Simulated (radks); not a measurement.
# Polarisabilities and dispersion coefficients of Pt, Pt⁺, Pt²⁺ and others

An exercise on one series of results from a longer session: the logs are not shown, and one member is left open.

Method: scalar-relativistic Kohn-Sham, LB94 model potential, spin-polarised, spherical densities, finite nucleus; open shells are filled with parallel spins first. Code: radks (a radial shooting solver on a logarithmic mesh, Libxc functionals) version 1.

## What is computed

| Property | Result |
| --- | --- |
| species | Pt ([Xe] 4f14 5d9 6s1), Pt⁺ ([Xe] 4f14 5d9), Pt²⁺ ([Xe] 4f14 5d8), Pt³⁺ ([Xe] 4f14 5d7), Pt⁴⁺ ([Xe] 4f14 5d6), Pt⁵⁺ ([Xe] 4f14 5d5), Pt⁶⁺ ([Xe] 4f14 5d4) |

LB94 adds a gradient term to the LDA potential that gives it a −1/r tail. It is a model potential with no energy functional, so Etot and Exc are not given.

The first run:

Input:

```text
Z 78
configuration [Xe] 4f14 5d9 6s1
relativity scalar-relativistic
functional lda,pw
model_potential LB94
spin polarised
nucleus finite rms 5.427 fm
c 137.035999084
response adiabatic LDA kernel
```

Among the steps run: Pt, [Xe] 4f14 5d9 6s1; Pt⁺, [Xe] 4f14 5d9; Pt²⁺, [Xe] 4f14 5d8; Pt³⁺, [Xe] 4f14 5d7; Pt⁴⁺, [Xe] 4f14 5d6; Pt⁵⁺, [Xe] 4f14 5d5; Pt⁶⁺, [Xe] 4f14 5d4.

One table of the session follows, with a row left open; its other results are not shown here.

| species | −ε(HOMO) (eV) | α (bohr³) | α uncoupled (bohr³) | C6 (hartree bohr⁶) |
| --- | --- | --- | --- | --- |
| Pt | 10.722 | 30.89 | 58.34 | 283.2 |
| Pt⁺ | 20.697 | 14.05 | 24.24 | 104.2 |
| Pt²⁺ | ? | ? | ? | ? |
| Pt³⁺ | 46.447 | 6.255 | 9.741 | 36.15 |
| Pt⁴⁺ | 61.041 | 4.560 | 6.894 | 23.45 |
| Pt⁵⁺ | 77.500 | 3.449 | 5.115 | 15.87 |
| Pt⁶⁺ | 93.593 | 2.635 | 3.910 | 10.84 |

Q: Estimate the row for Pt²⁺ from the others.

As computed: −ε(HOMO) (eV): 32.963; α (bohr³): 9.019; α uncoupled (bohr³): 14.67; C6 (hartree bohr⁶): 58.88. In the column «−ε(HOMO) (eV)» it lies between Pt⁺ (20.697) and Pt³⁺ (46.447).

What this shows: Uncoupled leaves out the potential induced by the response; For heavy and open-shell atoms this level can miss by tens of per cent.
